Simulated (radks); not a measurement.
# Taking charge from the 2p level of Mg³⁺ in fractions

The task here is to estimate one member of a computed series from the others.

Program: radks (a radial shooting solver on a logarithmic mesh, Libxc functionals) version 1. Level of theory: non-relativistic Kohn-Sham, PBEsol, spin-polarised, spherical densities, point nucleus. These are calculated values, not measurements, unless marked.

## What is computed

* element: magnesium (Z = 12)
* charge: +3
* electrons: 9
* configuration: [He] 2s2 2p(up 3, down 2)

A shell typed twice in an input gives spin up, then spin down.

Set-up of the first run:

Settings of this run:

```text
Z 12
configuration [He] 2s2 2p3 2p2
relativity non-relativistic
functional pbe_sol,pbe_sol
spin polarised
nucleus point
```

Steps of the session up to this table: Start: [He] 2s2 2p(up 3, down 2).

One table of the session follows, with a row left open; its other results are not shown here.

It belongs to the step «Start: [He] 2s2 2p(up 3, down 2)». From the orbitals of this run (lengths in bohr):

| level | <r> | outermost maximum (interpolated) | 90 % within |
| --- | --- | --- | --- |
| 1s up | 0.1311 | 0.0855 | 0.234 |
| 1s down | 0.1310 | 0.0855 | 0.234 |
| 2s up | 0.6721 | 0.539 | 1.06 |
| 2s down | ? | ? | ? |
| 2p up | 0.6389 | 0.463 | 1.07 |
| 2p down | 0.6459 | 0.466 | 1.09 |

**Question.** Estimate the row for 2s down.

The run gave: <r>: 0.6762; outermost maximum (interpolated): 0.541; 90 % within: 1.07. In the column «<r>» it is the highest.
